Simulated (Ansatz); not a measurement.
Geometry optimisation, DFT PBE, scalar-relativistic, plane waves, PAW in Ansatz 0.2.0.

Input file:

```yaml
crystal:
  lattice:
    - [0.0, 5.43, 5.43]
    - [5.43, 0.0, 5.43]
    - [5.43, 5.43, 0.0]
  atoms:
    - { symbol: Si, position: [0.0, 0.0, 0.0] }
    - { symbol: Si, position: [0.125, 0.125, 0.125] }
    - { symbol: Si, position: [0.0, 0.0, 0.5] }
    - { symbol: Si, position: [0.125, 0.125, 0.625] }
    - { symbol: Si, position: [0.0, 0.5, 0.0] }
    - { symbol: Si, position: [0.125, 0.625, 0.125] }
    - { symbol: Si, position: [0.0, 0.5, 0.5] }
    - { symbol: Si, position: [0.125, 0.625, 0.625] }
    - { symbol: Si, position: [0.5, 0.0, 0.0] }
    - { symbol: Si, position: [0.625, 0.125, 0.125] }
    - { symbol: Si, position: [0.5, 0.0, 0.5] }
    - { symbol: Si, position: [0.625, 0.125, 0.625] }
    - { symbol: Si, position: [0.5, 0.5, 0.0] }
    - { symbol: Si, position: [0.625, 0.625, 0.125] }
    - { symbol: Si, position: [0.5, 0.5, 0.5] }
    - { symbol: Si, position: [0.625, 0.625, 0.625] }
    - { symbol: Ti, position: [0.2548894, 0.2551237, 0.7455618] }
basis:
  ecutwfc: 420.0
kpoints:
  mp_grid: { grid: [2, 2, 2] }
hamiltonian:
  xc: pbe
  pseudopotentials: { kind: paw, azcp: { folder: soft_1 } }
scf:
  occupations: { method: gaussian, width: 0.02 }
  lower_state_search: "off"
relax:
  f_tol: 0.03
  max_steps: 60
  adjacent_minimum: "off"
```

Run as:

```bash
$ ansatz run input.yaml --threads 1 --pin off --max-ram 3072MiB --backend cpu --events-out ev --progress --plain --runs-dir out
```

Where does it end, and by what steps?

It converged. The force dipped under the threshold on the way, but the program's further checks kept it going. Limits of this set-up: coarse k mesh, a small cell, in which the defect meets its images, a typed lattice constant that wasn't relaxed here. After 10 steps the energy has fallen by 0.413 eV; Si2 moved furthest, 0.10 Å.

```json
{"step": "0", "energy less start (eV)": "0.0000", "largest force component (eV/Å)": "1.218", "accepted": "yes"}
{"step": "1", "energy less start (eV)": "-0.3834", "largest force component (eV/Å)": "0.354", "accepted": "yes"}
{"step": "2", "energy less start (eV)": "-0.4101", "largest force component (eV/Å)": "0.062", "accepted": "yes"}
{"step": "3", "energy less start (eV)": "-0.4105", "largest force component (eV/Å)": "0.084", "accepted": "yes"}
{"step": "4", "energy less start (eV)": "-0.4114", "largest force component (eV/Å)": "0.067", "accepted": "yes"}
{"step": "5", "energy less start (eV)": "-0.4097", "largest force component (eV/Å)": "0.075", "accepted": "no"}
{"step": "6", "energy less start (eV)": "-0.4122", "largest force component (eV/Å)": "0.027", "accepted": "yes"}
{"step": "7", "energy less start (eV)": "-0.4125", "largest force component (eV/Å)": "0.020", "accepted": "yes"}
{"step": "8", "energy less start (eV)": "-0.4126", "largest force component (eV/Å)": "0.005", "accepted": "yes"}
{"step": "9", "energy less start (eV)": "-0.4127", "largest force component (eV/Å)": "0.010", "accepted": "yes"}
{"step": "10", "energy less start (eV)": "-0.4127", "largest force component (eV/Å)": "0.011", "accepted": "yes"}
```

```xyz
17
Lattice="0.0000 5.4300 5.4300 5.4300 0.0000 5.4300 5.4300 5.4300 0.0000" Properties=species:S:1:pos:R:3
Si 0.001 0.001 -0.014
Si 1.422 1.422 1.315
Si 2.719 2.719 -0.034
Si 4.010 4.009 1.324
Si 2.757 0.021 2.717
Si 4.052 1.376 4.111
Si 5.410 2.671 2.721
Si 6.827 4.031 4.099
Si 0.021 2.756 2.716
Si 1.376 4.052 4.111
Si 2.672 5.410 2.720
Si 4.032 6.827 4.100
Si 2.714 2.714 5.460
Si 4.065 4.065 6.783
Si 5.430 5.430 5.457
Si 6.794 6.794 6.784
Ti 5.432 5.432 2.700
```

Whether the end is a true minimum wasn't checked by a vibrational analysis.

Run time: 52 s on 1 thread of Intel(R) Xeon(R) Platinum 8488C (Sapphire Rapids) (shared host), peak memory 0.61 GiB.
